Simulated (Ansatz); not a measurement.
**Cl₃GaH₅NSi: basis-set convergence**

An exercise on one series of results from a longer session: the logs are not shown, and one member is left open.

Program: Ansatz 0.2.0, Gaussian basis. Level of theory: one geometry, several basis sets. These are calculated values, not measurements.

Plan: PBE0-D4/def2-SVP; ωB97M-V/def2-SVP; PBE0-D4/def2-QZVPP; ωB97M-V/def2-QZVPP; the functionals' def2-TZVPP values are taken from earlier runs.

**The relaxed structure**

An earlier PBE0-D4 in a triple-zeta def2 set relaxation fixed the geometry.

SMILES `[SiH3][NH2+][Ga-]([Cl])([Cl])[Cl]`, 11 atoms, charge 0, spin multiplicity 1.

Atoms are counted from 1 here; the program's logs count them from 0.

Bond lengths: Si1–N2 1.804 Å, Si1–H7 1.483 Å, Si1–H8 1.475 Å, Si1–H9 1.475 Å, N2–Ga3 2.074 Å, N2–H10 1.018 Å, N2–H11 1.018 Å, Ga3–Cl4 2.155 Å, Ga3–Cl5 2.158 Å, Ga3–Cl6 2.155 Å. Angles: N2–Si1–H7 107.6°, N2–Si1–H8 106.4°, N2–Si1–H9 106.4°, H7–Si1–H8 111.3°, H7–Si1–H9 111.3°, H8–Si1–H9 113.4°, Si1–N2–Ga3 117.8°, Si1–N2–H10 111.7°, Si1–N2–H11 111.7°, Ga3–N2–H10 104.2°, Ga3–N2–H11 104.3°, H10–N2–H11 106.1°, N2–Ga3–Cl4 101.9°, N2–Ga3–Cl5 99.5°, N2–Ga3–Cl6 101.9°, Cl4–Ga3–Cl5 116.3°, Cl4–Ga3–Cl6 116.5°, Cl5–Ga3–Cl6 116.3°.

The first run:

Contents of in.yaml:

```yaml
crystal:
  periodic: [false, false, false]
  atoms:
    - {symbol: Si, position_ang: [-0.039632, -1.302275, 1.024800]}
    - {symbol: N, position_ang: [0.677028, -0.212847, -0.222118]}
    - {symbol: Ga, position_ang: [-0.442419, 1.420998, -0.838663]}
    - {symbol: Cl, position_ang: [-2.208099, 0.476555, -1.635360]}
    - {symbol: Cl, position_ang: [0.924062, 2.264975, -2.279747]}
    - {symbol: Cl, position_ang: [-0.683758, 2.513109, 1.003590]}
    - {symbol: H, position_ang: [0.938583, -2.384683, 1.290448]}
    - {symbol: H, position_ang: [-1.285379, -1.837373, 0.445052]}
    - {symbol: H, position_ang: [-0.259795, -0.473686, 2.224578]}
    - {symbol: H, position_ang: [1.557394, 0.191100, 0.091960]}
    - {symbol: H, position_ang: [0.887216, -0.712772, -1.083939]}
basis:
  gaussian: {orbitals: def2-SVP}
hamiltonian: {xc: pbe0, dispersion: d4}
output: {orbitals: {seedname: orbitals}}
```

Run with:

```console
$ ansatz run in.yaml --threads 4 --pin off --events-out ev --progress --plain --max-ram 11315MiB
```

Steps of the session up to this table: PBE0-D4 in def2-SVP; ωB97M-V in def2-SVP; PBE0-D4 in def2-QZVPP; ωB97M-V in def2-QZVPP.

One table of the session follows, with a row left open; its other results are not shown here.

It belongs to the step «Functionals by basis». 

```
functional       basis  HOMO (eV)
   PBE0-D4    def2-SVP      -8.34
   PBE0-D4  def2-TZVPP          ?
   PBE0-D4  def2-QZVPP      -8.62
   ωB97M-V    def2-SVP     -10.54
   ωB97M-V  def2-TZVPP     -10.84
   ωB97M-V  def2-QZVPP     -10.90
```

Q: Estimate the row for PBE0-D4, def2-TZVPP from the others.

**Answer.** HOMO (eV): -8.57. In the column «HOMO (eV)» it lies between PBE0-D4, def2-QZVPP (-8.62) and PBE0-D4, def2-SVP (-8.34).
